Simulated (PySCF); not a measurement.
# [TbF3(NH3)]+: other functionals and bases at one geometry

One table from this session's results is given with a row withheld; the runs are named, their logs left out.

Program: PySCF 2.14.0. Level of theory: several levels, as the steps say, no spin–orbit coupling. These are calculated values, not measurements.

1 further run of the same task is left out (for a known fault of the program).

## The starting structure

8 atoms, charge 1, spin multiplicity 1.

Bond lengths: Tb1–F2 1.923 Å, Tb1–F3 1.923 Å, Tb1–F4 1.923 Å, Tb1–N5 2.371 Å, N5–H6 1.029 Å, N5–H7 1.029 Å, N5–H8 1.029 Å. Angles: F2–Tb1–F3 114.1°, F2–Tb1–F4 114.1°, F2–Tb1–N5 104.3°, F3–Tb1–F4 114.1°, F3–Tb1–N5 104.3°, F4–Tb1–N5 104.3°, Tb1–N5–H6 113.5°, Tb1–N5–H7 113.5°, Tb1–N5–H8 113.5°, H6–N5–H7 105.2°, H6–N5–H8 105.2°, H7–N5–H8 105.2°.

Coordinates:

```xyz
8
charge 1, multiplicity 1
Tb    0.0503   -0.0503    0.0503
F     1.0847    1.1978    1.0847
F    -1.1978   -1.0847    1.0847
F     1.0847   -1.0847   -1.1978
N    -1.3184    1.3184   -1.3184
H    -1.9405    1.9405   -0.7841
H    -0.7841    1.9405   -1.9405
H    -1.9405    0.7841   -1.9405
```

Formal oxidation states: Tb +4. Each metal's 7 4f electrons lie in its core potential, so multiplicities, spins and levels count the valence alone. An earlier session relaxed this geometry at PBE0, Tb lcecp-2-SVP with ECP53, F def2-SVP, N def2-SVP, H def2-SVP (singlet, point group C3v).

At PBE0 on the finer grid: E = -398.831114 Eh, frontier levels not given, since the 4f levels lie in the core, Mulliken charge on Tb1 +1.68 e, largest force component 0.017 eV/Å. 

Levels to run: M06-L; revPBE; PBE0, TZVP. Hardware: 2 threads of Arm Neoverse V2, shared host.

Set-up of the first run:

run.py (the lines that set the calculation) reads:

```python
mol = gto.M(atom='''
Tb     0.05025    -0.05025     0.05025
F      1.08471     1.19776     1.08471
F     -1.19776    -1.08471     1.08471
F      1.08471    -1.08471    -1.19776
N     -1.31837     1.31837    -1.31837
H     -1.94046     1.94046    -0.78407
H     -0.78407     1.94046    -1.94046
H     -1.94046     0.78407    -1.94046''',
    basis={'Tb': 'lcecp-2-SVP', 'F': 'def2-SVP', 'N': 'def2-SVP', 'H': 'def2-SVP'},
    ecp={'Tb': 'lcecp-2-SVP'},
    charge=1, spin=0)
mf = dft.RKS(mol, xc='M06L')
mf.grids.atom_grid = (75, 302)  # f atoms: unpruned, at least (60, 302)
mf = mf.density_fit()  # fitting sets: Tb AutoAux, F def2-universal-JKFIT, N def2-universal-JKFIT, H def2-universal-JKFIT
mf.conv_tol = 1e-08; mf.max_cycle = 55
mf.kernel(dm0)  # dm0: the density of the relaxed state
```

Launch:

```console
$ OMP_NUM_THREADS=2 python run.py
```

Steps of the session up to this table: M06-L; revPBE; PBE0, TZVP.

One table of the session follows, with a row left open; its other results are not shown here.

```
              level  charge on Tb1 (e)  dipole (D)  largest force component (eV/Å)
PBE0 (relaxed here)               1.68        7.78                            0.02
              M06-L               1.77        7.62                            0.28
             revPBE                  ?           ?                               ?
         PBE0, TZVP               1.94        7.82                            0.26
```

**Question.** Estimate the row for revPBE.

As computed: charge on Tb1 (e): 1.46; dipole (D): 7.52; largest force component (eV/Å): 0.41. In the column «charge on Tb1 (e)» it is the lowest.

The dipole of a charged species depends on the origin, so these sizes hold for this origin alone.

The largest leftover force, 0.41 eV/Å with revPBE, stands at a geometry relaxed at another level. With 4f in the core, its levels are missing from HOMO and gap, and its count is fixed, so no charge can pass from the ligands into it. Total energies of different levels can't be compared.
